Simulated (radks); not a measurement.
**Nuclear size and the levels of Ga**

An exercise on one series of results from a longer session: the logs are not shown, and one member is left open.

The numbers are computed with radks (a radial shooting solver on a logarithmic mesh, Libxc functionals) version 1 (Dirac Kohn-Sham, exchange-only LDA, spin-unpolarised, spherical densities, finite nucleus; open shells fill j = l - 1/2 first), except any that are marked as measured or tabulated.

### The atom as given

```
element            : gallium (Z = 31)
charge             : 0
electrons          : 31
configuration      : [Ar] 3d10 4s2 4p1
nuclear rms radius : 3.9973 fm
```

The first run:

Input:

```text
Z 31
configuration [Ar] 3d10 4s2 4p1 5s0 4d0
relativity Dirac
functional lda,
spin unpolarised
j_filling energy
nucleus finite rms 3.9973 fm
c 137.035999084
```

Steps of the session up to this table: rms radius 3.9973 fm.

One table of the session follows, with a row left open; its other results are not shown here.

Sizes of the orbitals, from the radial functions (bohr):

| level | <r> | outermost maximum (interpolated) | 90 % within | nodes |
| --- | --- | --- | --- | --- |
| 3p1/2 | 0.6729 | 0.561 | 1.04 | 1 |
| 3p3/2 | 0.6839 | 0.570 | 1.06 | 1 |
| 3d3/2 | 0.8100 | 0.529 | 1.40 | 0 |
| 3d5/2 | 0.8166 | 0.532 | 1.41 | 0 |
| 4s1/2 | 2.356 | 1.89 | 3.62 | 3 |
| 4p1/2 | ? | ? | ? | ? |
| 4p3/2 | 3.605 | 2.59 | 5.88 | 2 |
| 5s1/2 | 11.44 | 8.26 | 18.6 | 4 |

**Question.** Estimate the row for 4p1/2.

The run gave: <r>: 3.522; outermost maximum (interpolated): 2.54; 90 % within: 5.74; nodes: 2. In the column «<r>» it lies between 4s1/2 (2.356) and 4p3/2 (3.605).
